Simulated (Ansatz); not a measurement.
**CH5AlGaNO: how energies converge with the basis set**

One table from this session's results is given with a row withheld; the runs are named, their logs left out.

Computed with Ansatz 0.2.0, Gaussian basis. Level: one geometry, several basis sets.

The runs, in order: PBE0-D4/def2-SVP; ωB97M-V/def2-SVP; PBE0-D4/def2-QZVPP; ωB97M-V/def2-QZVPP; the functionals' def2-TZVPP values are taken from earlier runs.

### The relaxed structure

All runs share one geometry, relaxed beforehand with PBE0-D4 in a triple-zeta def2 set.

SMILES `[NH2][Ga]1[CH2][Al]1[OH]`, 10 atoms, charge 0, spin multiplicity 1.

Atoms are counted from 1 here; the program's logs count them from 0.

Bond lengths: N1–Ga2 1.812 Å, N1–H6 1.007 Å, N1–H7 1.006 Å, Ga2–C3 2.072 Å, Ga2–Al4 2.395 Å, C3–Al4 1.919 Å, C3–H8 1.110 Å, C3–H9 1.091 Å, Al4–O5 1.692 Å, O5–H10 0.956 Å. Angles: Ga2–N1–H6 123.3°, Ga2–N1–H7 124.3°, H6–N1–H7 112.2°, N1–Ga2–C3 128.6°, N1–Ga2–Al4 172.3°, C3–Ga2–Al4 50.2°, Ga2–C3–Al4 73.6°, Ga2–C3–H8 95.6°, Ga2–C3–H9 132.3°, Al4–C3–H8 103.2°, Al4–C3–H9 134.7°, H8–C3–H9 108.6°, Ga2–Al4–C3 56.1°, Ga2–Al4–O5 156.7°, C3–Al4–O5 140.0°, Al4–O5–H10 124.3°.

Set-up of the first run:

Contents of in.yaml:

```yaml
crystal:
  periodic: [false, false, false]
  atoms:
    - {symbol: N, position_ang: [-2.614957, 0.178436, -0.099925]}
    - {symbol: Ga, position_ang: [-0.825766, 0.050405, -0.359507]}
    - {symbol: C, position_ang: [0.626967, -0.608059, 0.962568]}
    - {symbol: Al, position_ang: [1.560667, 0.151446, -0.531575]}
    - {symbol: O, position_ang: [3.063662, 0.829353, -0.912873]}
    - {symbol: H, position_ang: [-3.067654, -0.074347, 0.763550]}
    - {symbol: H, position_ang: [-3.275167, 0.423987, -0.817743]}
    - {symbol: H, position_ang: [0.543546, -1.681147, 0.690501]}
    - {symbol: H, position_ang: [0.722351, -0.529991, 2.047074]}
    - {symbol: H, position_ang: [3.266361, 1.259918, -1.742069]}
basis:
  gaussian: {orbitals: def2-SVP}
hamiltonian: {xc: pbe0, dispersion: d4}
output: {orbitals: {seedname: orbitals}}
```

On the command line:

```bash
$ ansatz run in.yaml --threads 4 --pin off --events-out ev --progress --plain --max-ram 10444MiB
```

Among the steps run: PBE0-D4 in def2-SVP; ωB97M-V in def2-SVP; PBE0-D4 in def2-QZVPP; ωB97M-V in def2-QZVPP.

One of the session's tables, all rows but one given; the rest of the session is left out.

It belongs to the step «Density functionals: the series». 

| functional | basis | HOMO (eV) |
| --- | --- | --- |
| PBE0-D4 | def2-SVP | -5.55 |
| PBE0-D4 | def2-TZVPP | -5.65 |
| PBE0-D4 | def2-QZVPP | -5.69 |
| ωB97M-V | def2-SVP | -7.46 |
| ωB97M-V | def2-TZVPP | ? |
| ωB97M-V | def2-QZVPP | -7.63 |

**Question.** Estimate the row for ωB97M-V, def2-TZVPP.

The run gave: HOMO (eV): -7.58. In the column «HOMO (eV)» it lies between ωB97M-V, def2-QZVPP (-7.63) and ωB97M-V, def2-SVP (-7.46).
